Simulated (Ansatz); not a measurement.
Task: a relaxation driven by ASE of YbRh, space group Pm-3m, with Ansatz's Python interface. Give the script and its output. Settings (first run): r2SCAN, PAW, the default cutoff (500 eV here), 6×6×6 k-points, Fermi-Dirac smearing of 0.05 eV.

```cif
data_structure
_symmetry_space_group_name_H-M 'P 1'
_symmetry_Int_Tables_number 1
_cell_length_a 3.3208
_cell_length_b 3.3208
_cell_length_c 3.3208
_cell_angle_alpha 90.000
_cell_angle_beta 90.000
_cell_angle_gamma 90.000
_cell_volume 36.62
loop_
_atom_site_label
_atom_site_type_symbol
_atom_site_fract_x
_atom_site_fract_y
_atom_site_fract_z
_atom_site_occupancy
Yb1 Yb 0.50000 0.50000 0.50000 1
Rh1 Rh 0.00000 0.00000 0.00000 1
```

The script, `run_ase_relax.py`:
```python
# -*- coding: utf-8 -*-
"""Relax YbRh with an ASE optimiser on Ansatz forces."""

import warnings

import ansatz as az
from ase import Atoms
from ase.calculators.calculator import Calculator, all_changes
from ase.filters import FrechetCellFilter
from ase.optimize import LBFGS
from ase.units import GPa
import numpy as np

params = {
    "mesh": (6, 6, 6),
    "smearing": "fermi_dirac",
    "width_ev": 0.05,
}


class Ansatz(Calculator):
    implemented_properties = ["energy", "free_energy", "forces", "stress"]

    def calculate(self, atoms=None, properties=("energy",), system_changes=all_changes):
        super().calculate(atoms, properties, system_changes)
        bare = self.atoms.copy()
        bare.set_constraint()
        bare.set_momenta(None)
        job = (
            az.Crystal.from_ase(bare).calculation()
            .functional(az.Functional.R2SCAN)
            .kpoints(*params["mesh"])
            .occupations(params["smearing"], width=params["width_ev"])
            .forces()
            .stress()
        )
        report = job.run().report
        self.results["free_energy"] = report["lagrangian_ev"]
        self.results["energy"] = report.get("lagrangian_sigma0_ev", report["lagrangian_ev"])
        self.results["forces"] = np.array(report["forces_ev_ang"])
        s = -np.array(report["stress_gpa"]) * GPa  # ASE counts tension as positive
        self.results["stress"] = s[[0, 1, 2, 1, 0, 0], [0, 1, 2, 2, 2, 1]]

warnings.simplefilter("ignore")
atoms = Atoms(
    ["Yb", "Rh"],
    cell=[(3.320754, 0.0, 0.0), (0.0, 3.320754, 0.0), (0.0, 0.0, 3.320754)],
    scaled_positions=[
        (0.5, 0.5, 0.5),
        (0.0, 0.0, 0.0),
    ],
    pbc=True,
)
atoms.calc = Ansatz()
before = atoms.get_potential_energy(), atoms.get_volume()
target = FrechetCellFilter(atoms)
optimiser = LBFGS(target, logfile=None)


def tell():
    fmax = np.linalg.norm(target.get_forces(), axis=1).max()
    print(f"step {optimiser.nsteps:2d}  E = {atoms.get_potential_energy():.5f} eV  fmax = {fmax:.4f}  V = {atoms.get_volume():.3f} A^3")


optimiser.attach(tell)
met = optimiser.run(fmax=0.02, steps=20)
print("threshold met:", bool(met), " energy gained:", round(before[0] - atoms.get_potential_energy(), 5), "eV")
print("cell lengths and angles:", np.round(atoms.cell.cellpar(), 3))
print(np.round(atoms.get_scaled_positions(), 4))
```

Output of `python run_ase_relax.py`:
```text
step  0  E = -20222.39627 eV  fmax = 0.4557  V = 36.619 A^3
step  1  E = -20222.40352 eV  fmax = 0.3267  V = 36.979 A^3
step  2  E = -20222.41103 eV  fmax = 0.0171  V = 37.904 A^3
threshold met: True  energy gained: 0.01477 eV
cell lengths and angles: [ 3.359  3.359  3.359 90.    90.    90.   ]
[[0.5 0.5 0.5]
 [0.  0.  0. ]]
```

What to keep in mind:
- Absolute energies stand on the zero of these potentials, so only differences at equal settings mean something. A total without «per atom» is that of the whole cell that was run.
- Semilocal functionals put the nearly full 4f shell of Yb too close to the Fermi level.
- The mesh is modest for a metal, so energies can be off by several to tens of meV an atom and pressures by half a GPa or more; differences at equal mesh fare better.
- The structure comes from a database of computed cells and needn't be a stable or known phase.
- It ran for 16 s on 1 thread of Arm Neoverse V1, on a shared host, peak memory 0.52 GiB.
